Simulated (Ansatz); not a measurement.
Sn₂Ir, space group Fm-3m: an equation of state with a fit, run with the Python package of Ansatz (0.2.0).

`eos_sn2ir.py`:
```python
# -*- coding: utf-8 -*-
"""Energy against volume for Sn2Ir, with a fit."""

from dataclasses import dataclass
import warnings

import ansatz as az
import numpy as np
from scipy.optimize import curve_fit


@dataclass(frozen=True)
class RunConfig:
    ecut: int = 650
    filling: str = "fermi_dirac"
    smearing_width: float = 0.15
    kgrid: tuple[int, ...] = (8, 8, 8)


opts = RunConfig()

vectors0 = np.array([
    [0.0, 3.169, 3.169],
    [3.169, 0.0, 3.169],
    [3.169, 3.169, 0.0],
])
sites = [
    ("Sn", (0.25, 0.25, 0.25)),
    ("Sn", (0.75, 0.75, 0.75)),
    ("Ir", (0.0, 0.0, 0.0)),
]


def on_lattice(cell):
    crystal = az.Crystal(lattice=az.Lattice.of(cell))
    for symbol, position in sites:
        crystal = crystal.atom(symbol, position)
    return crystal

def vinet(v, e0, v0, b0, b1):
    eta = (v / v0) ** (1 / 3)
    return e0 + 2 * b0 * v0 / (b1 - 1) ** 2 * (2 - (5 + 3 * b1 * (eta - 1) - 3 * eta) * np.exp(-1.5 * (b1 - 1) * (eta - 1)))


def main():
    warnings.simplefilter("ignore", az.DeckWarning)

    # uniform scaling of the cell
    volumes, energies = [], []
    for scale in np.linspace(0.94, 1.06, 7):
        cell = vectors0 * scale ** (1 / 3)
        model = on_lattice(cell).calculation()
        model = model.functional(az.Functional.R2SCAN).pseudopotentials("paw")
        model = model.basis(opts.ecut)
        model = model.occupations(opts.filling, width=opts.smearing_width).kpoints(*opts.kgrid)
        data = model.run(threads=1, backend="cpu").report
        volumes.append(abs(np.linalg.det(cell)) / len(sites))
        energies.append(data["free_energy_ev"] / len(sites))
        print(f"V = {volumes[-1]:8.4f} A^3/atom  F = {energies[-1]:.5f} eV/atom")

    guess = (min(energies), volumes[int(np.argmin(energies))], 0.5, 4.5)
    (e0, v0, b0, b1), _ = curve_fit(vinet, np.array(volumes), np.array(energies), p0=guess, maxfev=20000)
    print(f"Vinet fit: V0 = {v0:.4f} A^3/atom, B0 = {160.21766 * b0:.1f} GPa, B1 = {b1:.2f}")
    print("largest residual", round(1000 * float(np.abs(vinet(np.array(volumes), e0, v0, b0, b1) - energies).max()), 3), "meV/atom")


if __name__ == "__main__":
    main()
```

From its runs, with one value withheld:

| V (Å³/atom) | F less the lowest row shown (meV/atom) |
| --- | --- |
| 19.944 | 53.63 |
| 20.368 | 27.32 |
| 20.792 | 10.32 |
| 21.217 | 1.54 |
| 21.641 | 0.00 |
| 22.065 | 4.86 |
| 22.490 | ? |

What is the missing energy at 22.490 Å³ an atom?

A third-order Birch-Murnaghan fit, E = E0 + (9 V0 B0 / 16) [(t - 1)³ B' + (t - 1)² (6 - 4t)] with t = (V0/V)^(2/3), through the 6 rows shown gives V0 = 21.524 Å³, B0 = 126.7 GPa, B' = 5.35 and E0 = -0.25 meV. At V = 22.490 Å³, t = 0.97116, and the fit extrapolates to 15.37 meV. The run gave 15.38 meV, a miss of 0.02 meV.

What to keep in mind:
- The mesh is modest for a metal, so energies can be off by several to tens of meV an atom and pressures by half a GPa or more; differences at equal mesh fare better.
- Spin-orbit coupling, which matters for elements this heavy, is left out.
- The structure is a deposited one; some such entries were measured under pressure or heat, so a shift against it needn't be the functional's error alone.
- Run time: 51 s on 1 thread of Arm Neoverse V2, on a shared host, peak memory 0.72 GiB.
